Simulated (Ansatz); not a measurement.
CsLiCr2Te2S3 in Ansatz: the effect of Hubbard term

The system is CsLiCr2Te2S3.

```xyz
9
Lattice="7.0568 0.0000 0.0000 0.0000 3.9806 0.0000 -2.6733 0.0000 8.6817" Properties=species:S:1:pos:R:3 pbc="T T T"
Cs   -0.4619    0.0000    3.2735
Li    3.9900    1.9903    6.8484
Cr   -1.6370    0.0000    8.2143
Cr    1.5865    1.9903    8.4356
Te    3.1793    0.0000    1.3257
Te    1.9223    0.0000    6.5020
S     4.3382    0.0000    5.9471
S    -0.4797    1.9903    7.3275
S     6.6521    1.9903    0.4651
```

The cell was built by a generator and needn't be a form met in nature.

Alike in all runs:

* Program: Ansatz 0.2.0
* Task: projected density of states
* Functional: PBE
* Potentials or basis: Ansatz PAW
* Cutoff: 420 eV (not typed: the program's choice for these potentials)
* k mesh: 4 × 7 × 3
* Occupations: fermi-dirac, width 0.05 eV
* Spin: collinear spin, ferromagnetic start
* Starting moments: [0.0, 0.0, 3.0, 3.0, 0.0, 0.0, 0.0, 0.0, 0.0] μB
* Hubbard projectors: ortho-atomic (the default)
* Double counting: fll (the default)

Task: One run gave: gap on the mesh 0.37 eV; pressure 1.1 GPa; moment 6.00 μB; largest force 0.23 eV/Å. Which Hubbard term did it use?
A. Cr d U = 4 eV
B. Cr d U = 8 eV
C. Cr d U = 6 eV
D. Cr d U = 2 eV

Result: D.

```tsv
Hubbard term	gap on the mesh (eV)	pressure (GPa)	moment (μB)	largest force (eV/Å)
Cr d U = 2 eV	0.37	1.1	6.00	0.23
Cr d U = 4 eV	0.22	2.3	6.00	0.50
Cr d U = 6 eV	0.08	3.6	6.01	0.78
Cr d U = 8 eV	none	4.9	6.03	1.02
```

Caveats: the magnetic or orbital state may not be the lowest; only a ferromagnetic start was run, and an antiferromagnetic order may lie lower in energy; odd divisions of the mesh miss points on the zone boundary, where band edges often lie, so the gap on the mesh can be too wide (some runs); spin-orbit coupling is left out, which moves the levels of the heavy elements (some runs); forces of over 1 eV/Å show positions far from the minimum, so gaps and moduli don't describe the material at rest (some runs).

A k mesh can miss the band edges.

A gap of «none» marks a metal or a gap under the smearing width.
